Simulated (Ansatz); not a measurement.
# CH₄ClFO₂Si: up Jacob's ladder to CCSD(T)

How much do the methods differ for CH₄ClFO₂Si? The plan is to run it at one geometry with functionals of several rungs and with coupled cluster, and see how far each lands from CCSD(T) at the basis-set limit for the atomisation energy.

Method: functionals in def2-TZVPP, the program's frozen cores in correlated methods; program: Ansatz 0.2.0, Gaussian basis.

Plan: LDA (SPW92), PBE-D4, revPBE-D4, BLYP-D4, r2SCAN-D4, B97M-V, PBE0-D4, B3LYP-D4, r2SCANh-D4, r2SCAN0-D4, HSE06-D4, BHLYP-D4, CAM-B3LYP-D4, LC-ωPBE, ωB97X-V, ωB97M-V, B2PLYP, PBE-QIDH; CCSD(T)/def2-SVP; CCSD(T)/def2-TZVPP; MP2/def2-QZVPP; extrapolation to the limit; RPA on PBE.

**1. Structure used throughout**

An earlier PBE0-D4 in a triple-zeta def2 set relaxation fixed the geometry.

SMILES `OC(F)(Cl)O[SiH3]`, 10 atoms, charge 0, spin multiplicity 1.

Atoms are counted from 1 here; the program's logs count them from 0.

Bond lengths: O1–C2 1.365 Å, O1–H7 0.966 Å, C2–F3 1.350 Å, C2–Cl4 1.788 Å, C2–O5 1.349 Å, O5–Si6 1.674 Å, Si6–H8 1.477 Å, Si6–H9 1.480 Å, Si6–H10 1.483 Å. Angles: C2–O1–H7 107.5°, O1–C2–F3 110.1°, O1–C2–Cl4 106.3°, O1–C2–O5 114.3°, F3–C2–Cl4 107.6°, F3–C2–O5 106.8°, Cl4–C2–O5 111.6°, C2–O5–Si6 125.2°, O5–Si6–H8 103.9°, O5–Si6–H9 110.4°, O5–Si6–H10 109.8°, H8–Si6–H9 111.8°, H8–Si6–H10 110.5°, H9–Si6–H10 110.4°.

**2. LDA**

This LDA is Slater exchange with PW92 correlation.

Input file in.yaml:

```yaml
crystal:
  periodic: [false, false, false]
  atoms:
    - {symbol: O, position_ang: [0.386768, -1.025643, -1.302321]}
    - {symbol: C, position_ang: [-0.763000, -0.564099, -0.728997]}
    - {symbol: F, position_ang: [-1.689435, -1.545204, -0.691403]}
    - {symbol: Cl, position_ang: [-1.379654, 0.721900, -1.807229]}
    - {symbol: O, position_ang: [-0.612873, -0.121521, 0.536652]}
    - {symbol: Si, position_ang: [0.623129, 0.873053, 1.071461]}
    - {symbol: H, position_ang: [0.661564, -1.810651, -0.810245]}
    - {symbol: H, position_ang: [0.194774, 1.273258, 2.427560]}
    - {symbol: H, position_ang: [0.770062, 2.040616, 0.174383]}
    - {symbol: H, position_ang: [1.891565, 0.107190, 1.133141]}
basis:
  gaussian: {orbitals: def2-TZVPP}
hamiltonian: {xc: lda}
output: {orbitals: {seedname: orbitals}}
```

On the command line:

```
> ansatz run in.yaml --threads 4 --pin off --events-out ev --progress --plain --max-ram 10444MiB
```

The runs that follow: PBE-D4 (GGA); revPBE-D4 (GGA); BLYP-D4 (GGA); r2SCAN-D4 (meta-GGA); B97M-V (meta-GGA); PBE0-D4 (hybrid); B3LYP-D4 (hybrid); r2SCANh-D4 (hybrid); r2SCAN0-D4 (hybrid); HSE06-D4 (hybrid); BHLYP-D4 (hybrid); CAM-B3LYP-D4 (range-separated); LC-ωPBE (range-separated); ωB97X-V (range-separated); ωB97M-V (range-separated); B2PLYP (double hybrid); PBE-QIDH (double hybrid); CCSD(T) in def2-SVP; CCSD(T) in def2-TZVPP; MP2 in def2-QZVPP; RPA on PBE orbitals.

Before running them: what should the planned runs give, taken together? Wanted: atomisation energy, CCSD(T)/CBS; farthest beyond LDA; mean size of error, GGA; mean size of error, meta-GGA; mean size of error, hybrid; mean size of error, range-separated; mean size of error, double hybrid; gap, smallest and largest; T1 diagnostic.

The runs gave:

```
                               quantity                                                       value
        atomisation energy, CCSD(T)/CBS                                               3561.4 kJ/mol
 functionals within 17.8 kJ/mol (0.5 %)  BLYP-D4, r2SCAN-D4, B97M-V, CAM-B3LYP-D4, ωB97X-V, ωB97M-V
                    farthest beyond LDA                                    BHLYP-D4 (-183.5 kJ/mol)
                mean size of error, GGA                                                 44.4 kJ/mol
           mean size of error, meta-GGA                                                  7.0 kJ/mol
             mean size of error, hybrid                                                 62.2 kJ/mol
    mean size of error, range-separated                                                 13.0 kJ/mol
      mean size of error, double hybrid                                                 57.1 kJ/mol
              gap, smallest and largest                   6.33 eV (LDA (SPW92)), 13.89 eV (LC-ωPBE)
                          T1 diagnostic                                                      0.0116
triples share of the correlation energy                                                       3.6 %
```

**Reading.** LDA overbinds by 649.4 kJ/mol (18 %). PBE-D4 is off by +82.7 kJ/mol. Double hybrids carry the basis error of their MP2 part in triple zeta, and no dispersion term here, so their miss is partly the set-up's. The rungs meta-GGA, range-separated miss on average by less than the doubt on the reference (17.8 kJ/mol), so they tie. The reference freezes the cores and leaves out relativity and excitations past (T), so misses under about 17.8 kJ/mol can't be ranked. Hartree-Fock recovers 68 % of the binding; the rest is correlation. CCSD(T) in def2-SVP is off by -245.7 kJ/mol, more than most functionals: a good method in a small basis is no reference. Orbital gaps span 6.3 to 13.9 eV; exact exchange widens them.
